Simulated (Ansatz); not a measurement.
# Co3Sn2: the cost of one run

Program: Ansatz 0.2.0. Level of theory: DFT PBEsol, scalar-relativistic, plane waves, PAW. These are calculated values, not measurements.

1 further run of the same task is left out (set aside as unsound or not needed).

## (1) The system as given

Symmetry: P-6m2, No. 187, hexagonal system. The conventional cell has a = 4.163 Å, b = 4.163 Å, c = 4.993 Å, α = 90.00°, β = 90.00°, γ = 120.00°. Co (site symmetry 3m) has 5 Co at 2.46 to 2.72 Å and 6 Sn at 2.70 to 2.72 Å as nearest neighbours. Co (site symmetry -6m2) is surrounded by 5 Sn at 2.40 to 2.50 Å and 6 Co at 2.72 Å. Around Sn (site symmetry -6m2) lie 8 Co at 2.50 to 2.70 Å. Sn (site symmetry -6m2) has 9 Co at 2.40 to 2.72 Å as nearest neighbours.

Structure file:

```xyz
5
Lattice="4.1631 0.0000 0.0000 -2.0816 3.6054 0.0000 0.0000 0.0000 4.9931" Properties=species:S:1:pos:R:3 pbc="T T T"
Co    0.0000    0.0000    3.7254
Co    0.0000    0.0000    1.2677
Co    2.0816    1.2018    0.0000
Sn    2.0816    1.2018    2.4966
Sn    0.0000    2.4036    0.0000
```

It goes back to an entry of the Materials Project, which need not be the stable form.

It is the result of an earlier relaxation at this level (volume 14.99 Å³/atom; gap on the mesh: none (metal), site moments up to 1.0 μB).

## (2) The reference: the undisturbed cell on the scan's mesh

Contents of input.yaml:

```yaml
crystal:
  lattice:
    - [4.1631419987, 0.0, 0.0]
    - [-2.0815709994, 3.6053867305, 0.0]
    - [0.0, 0.0, 4.993127339]
  atoms:
    - { symbol: Co, position: [0.0, 0.0, 0.7461013601], spin: 1.13 }
    - { symbol: Co, position: [0.0, 0.0, 0.2538986399], spin: 1.13 }
    - { symbol: Co, position: [0.6666666667, 0.3333333333, 0.0], spin: 0.49 }
    - { symbol: Sn, position: [0.6666666667, 0.3333333333, 0.5] }
    - { symbol: Sn, position: [0.3333333333, 0.6666666667, 0.0] }
basis:
  ecutwfc: 420
kpoints:
  mp_grid: { grid: [12, 12, 10] }
hamiltonian:
  xc: pbesol
scf:
  occupations: { method: gaussian, width: 0.15 }
output:
  forces: true
  stress: true
  eigenvalues: true
  populations: true
  write_density: true
  write_potential: true
  elf: true
  volumetric_format: npy
magnetization:
  spin_polarized: true
```

Command:

```
> ansatz run input.yaml --threads 1 --pin off --max-ram 2560MiB --backend cpu --events-out ev --progress --plain --runs-dir out
```

Q: Estimate wall time and peak memory on 1 thread of Intel Xeon 6975P-C (Granite Rapids), shared host.

About 99 s, with a peak of 0.87 GiB.
